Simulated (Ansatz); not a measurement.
**AlBrH5NSi: basis-set convergence**

How large a basis does AlBrH5NSi need? Two functionals are run in growing sets.

Computed with Ansatz 0.2.0, Gaussian basis. Level: one geometry, several basis sets.

The runs, in order: PBE0-D4/def2-SVP; ωB97M-V/def2-SVP; PBE0-D4/def2-QZVPP; ωB97M-V/def2-QZVPP; the functionals' def2-TZVPP values are taken from earlier runs.

## (1) Structure used throughout

An earlier PBE0-D4 in a triple-zeta def2 set relaxation fixed the geometry.

9 atoms, charge 0, spin multiplicity 1.

Atoms are counted from 1 here; the program's logs count them from 0.

Bond lengths: Al1–N2 1.790 Å, Al1–H5 1.578 Å, Al1–H6 1.581 Å, N2–Si3 1.708 Å, N2–H7 1.013 Å, Si3–Br4 2.236 Å, Si3–H8 1.481 Å, Si3–H9 1.479 Å. Angles: N2–Al1–H5 117.3°, N2–Al1–H6 117.2°, H5–Al1–H6 125.4°, Al1–N2–Si3 128.4°, Al1–N2–H7 116.7°, Si3–N2–H7 114.7°, N2–Si3–Br4 112.4°, N2–Si3–H8 112.2°, N2–Si3–H9 108.3°, Br4–Si3–H8 104.9°, Br4–Si3–H9 106.9°, H8–Si3–H9 112.0°.

## (2) PBE0-D4 in def2-SVP

in.yaml

```yaml
crystal:
  periodic: [false, false, false]
  atoms:
    - {symbol: Al, position_ang: [-0.242837, 1.794972, -0.064186]}
    - {symbol: N, position_ang: [-0.062787, 0.156299, 0.634514]}
    - {symbol: Si, position_ang: [0.026468, -1.341831, -0.181265]}
    - {symbol: Br, position_ang: [2.116354, -2.130939, -0.284685]}
    - {symbol: H, position_ang: [-0.422184, 1.899445, -1.628858]}
    - {symbol: H, position_ang: [-0.229776, 3.015383, 0.940212]}
    - {symbol: H, position_ang: [0.077761, 0.101796, 1.635887]}
    - {symbol: H, position_ang: [-0.747920, -2.400762, 0.506022]}
    - {symbol: H, position_ang: [-0.426578, -1.140662, -1.574741]}
basis:
  gaussian: {orbitals: def2-SVP}
hamiltonian: {xc: pbe0, dispersion: d4}
output: {orbitals: {seedname: orbitals}}
```

Further steps of the session: ωB97M-V in def2-SVP; PBE0-D4 in def2-QZVPP; ωB97M-V in def2-QZVPP.

Before running them: what should the planned runs give, taken together? Wanted: PBE0-D4: double and triple zeta above quadruple; ωB97M-V: double and triple zeta above quadruple.

**Answer**, as computed:

| quantity | value |
| --- | --- |
| PBE0-D4: double and triple zeta above quadruple | 17.56, 2.01 eV |
| ωB97M-V: double and triple zeta above quadruple | 17.52, 1.93 eV |

PBE0-D4 gains 15.55 eV from double to triple zeta, then 2.01 eV more. These are total energies; as a rule much of such shifts cancels in differences, which this series doesn't test.
